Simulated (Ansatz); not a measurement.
**CH2BFS: how energies converge with the basis set**

One table from this session's results is given with a row withheld; the runs are named, their logs left out.

Program: Ansatz 0.2.0, Gaussian basis. Level of theory: one geometry, several basis sets. These are calculated values, not measurements.

Plan: PBE0-D4/def2-SVP; ωB97M-V/def2-SVP; PBE0-D4/def2-QZVPP; ωB97M-V/def2-QZVPP; the functionals' def2-TZVPP values are taken from earlier runs.

### Structure used throughout

All runs share one geometry, relaxed beforehand with PBE0-D4 in a triple-zeta def2 set.

SMILES `FC1BS1`, 6 atoms, charge 0, spin multiplicity 1.

Atoms are counted from 1 here; the program's logs count them from 0.

Bond lengths: F1–C2 1.363 Å, C2–B3 1.532 Å, C2–S4 1.844 Å, C2–H5 1.086 Å, B3–S4 1.739 Å, B3–H6 1.181 Å. Angles: F1–C2–B3 119.7°, F1–C2–S4 115.5°, F1–C2–H5 110.1°, B3–C2–S4 61.2°, B3–C2–H5 126.3°, S4–C2–H5 114.0°, C2–B3–S4 68.3°, C2–B3–H6 149.0°, S4–B3–H6 142.6°, C2–S4–B3 50.5°.

As a file:

```xyz
6

F     0.4935   -0.6140   -1.5529
C    -0.0410    0.1890   -0.5903
B     0.2498   -0.0998    0.8862
S    -1.3612   -0.5800    0.4425
H    -0.3162    1.1490   -1.0157
H     1.0170   -0.1083    1.7841
```

The first run:

in.yaml

```yaml
crystal:
  periodic: [false, false, false]
  atoms:
    - {symbol: F, position_ang: [0.493532, -0.613955, -1.552884]}
    - {symbol: C, position_ang: [-0.040960, 0.189046, -0.590288]}
    - {symbol: B, position_ang: [0.249822, -0.099787, 0.886234]}
    - {symbol: S, position_ang: [-1.361165, -0.580008, 0.442493]}
    - {symbol: H, position_ang: [-0.316209, 1.149032, -1.015732]}
    - {symbol: H, position_ang: [1.016979, -0.108328, 1.784078]}
basis:
  gaussian: {orbitals: def2-SVP}
hamiltonian: {xc: pbe0, dispersion: d4}
output: {orbitals: {seedname: orbitals}}
```

The run is started by

```sh
> ansatz run in.yaml --threads 2 --pin off --events-out ev --progress --plain --max-ram 4352MiB
```

Among the steps run: PBE0-D4 in def2-SVP; ωB97M-V in def2-SVP; PBE0-D4 in def2-QZVPP; ωB97M-V in def2-QZVPP.

One of the session's tables, all rows but one given; the rest of the session is left out.

```
functional       basis  HOMO (eV)  LUMO (eV)
   PBE0-D4    def2-SVP      -8.21      -1.58
   PBE0-D4  def2-TZVPP      -8.27      -1.74
   PBE0-D4  def2-QZVPP      -8.29      -1.78
   ωB97M-V    def2-SVP     -10.38       0.56
   ωB97M-V  def2-TZVPP     -10.46       0.31
   ωB97M-V  def2-QZVPP          ?          ?
```

Q: Estimate the row for ωB97M-V, def2-QZVPP from the others.

The run gave: HOMO (eV): -10.49; LUMO (eV): 0.22. In the column «HOMO (eV)» it is the lowest.
